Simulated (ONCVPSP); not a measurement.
**Copper: generating and testing an ONCV potential**

Do these settings give a usable potential? It is generated, then checked for transferability, scattering, ghosts and hardness.

Method: ONCVPSP 4.0.1.1 (patched build), PBE, scalar-relativistic.

## (1) Settings

The settings as typed:

* element: copper (Cu, Z = 29)
* type: optimised norm-conserving Vanderbilt (ONCV)
* frozen core: [Ne]
* valence charge: 19
* reference configuration: 3s2 3p6 3d10 4s1
* partial waves: 3s+4s: rc 1.15 bohr, ncon 4, nbas 7, qcut 11.6 1/bohr, 3 projectors, debl 1.6 Ha; 3p: rc 1.00 bohr, ncon 4, nbas 7, qcut 16.1 1/bohr, 1 projector; 3d: rc 0.80 bohr, ncon 4, nbas 7, qcut 10 1/bohr, 2 projectors, debl 1.1 Ha; f scattering state at 0.08 Ha: rc 0.80 bohr, ncon 4, nbas 8, qcut 13 1/bohr, local
* local potential: the f channel
* core correction: Teter function, fcfact 4.5, rcfact 1.6

The outer shells as boxes (Hund's rule for the drawing; the calculation is spin-unpolarised):

```
[Ne] core
3s [↑↓]
3p [↑↓][↑↓][↑↓]
3d [↑↓][↑↓][↑↓][↑↓][↑↓]
4s [↑ ]
```

## (2) Generation

Cu.dat reads:

```
# ATOM AND REFERENCE CONFIGURATION
# atsym  z   nc   nv     iexc    psfile
  Cu 29.00    3    4        4      upf
#
#   n    l    f
    1    0    2.00
    2    0    2.00
    2    1    6.00
    3    0    2.00
    3    1    6.00
    3    2   10.00
    4    0    1.00
#
# PSEUDOPOTENTIAL AND OPTIMIZATION
# lmax
    3
#
#   l,   rc,      ep,       ncon, nbas, qcut
    0    1.15    0.00    4    7   11.60
    1    1.00    0.00    4    7   16.10
    2    0.80    0.00    4    7   10.00
    3    0.80    0.08    4    8   13.00
#
# LOCAL POTENTIAL
# lloc, lpopt,  rc(5),   dvloc0
    3    5    0.80    0.00
#
# VANDERBILT-KLEINMAN-BYLANDER PROJECTORs
# l, nproj, debl
    0    3    1.60
    1    1    3.60
    2    2    1.10
    3    0    1.50
#
# MODEL CORE CHARGE
# icmod, fcfact, rcfact
    3    4.50    1.60
#
# LOG DERIVATIVE ANALYSIS
# epsh1, epsh2, depsh
   -6.00    5.00    0.04
#
# OUTPUT GRID
# rlmax, drl
    6.00    0.01
#
# TEST CONFIGURATIONS
# ncnf
    4
# nvcnf
#   n    l    f
    4
    3    0    2.00
    3    1    6.00
    3    2   10.00
    4    0    0.00
#
    4
    3    0    2.00
    3    1    6.00
    3    2    9.00
    4    0    0.00
#
    4
    3    0    2.00
    3    1    6.00
    3    2    8.00
    4    0    0.00
#
    4
    3    0    2.00
    3    1    6.00
    3    2   10.00
    4    0    0.50
#
```

Run with:

```
$ oncvpsp.x < Cu.dat > Cu.out
```

Q: Predict the outcome of this session. Wanted: cutoffs for 1 and 0.1 mHa per electron, occupied waves; bound ghosts; GHOST(+) flags; largest test error; largest phase difference near zero energy, channels read; rms error of d²Exc/dn², without and with the model core.

As calculated:

```
                                                quantity                                              value
  cutoffs for 1 and 0.1 mHa per electron, occupied waves                                  280 Ha and 382 Ha
                                            bound ghosts                                         none found
                                          GHOST(+) flags                          d at 307 eV, d at 3903 eV
                            largest test error (AE − PS)  +1.6 meV, for 3s2 3p6 3d10 4s0 (2 tests unsolved)
largest phase difference near zero energy, channels read                                          0.004 rad
 rms error of d²Exc/dn², without and with the model core                                  1.84 and 2.20 mHa
```

What this shows: The worst unpolarised test, 3s2 3p6 3d10 4s0, is off by 1.6 meV on 8.2 eV; by total energies transferability rates as very good where solved. Of the tests 2 gave no usable energy difference, which is a warning in itself. The potential is very hard: the looser tolerance needs 280 Ha. At the looser tolerance the 3d wave is the slowest; 3s needs 45 Ha. The program's ghost test flags no bound state. Near zero energy the phases of the channels with partial waves agree within 0.004 rad. The program also flags highly localised states, GHOST(+) (d).
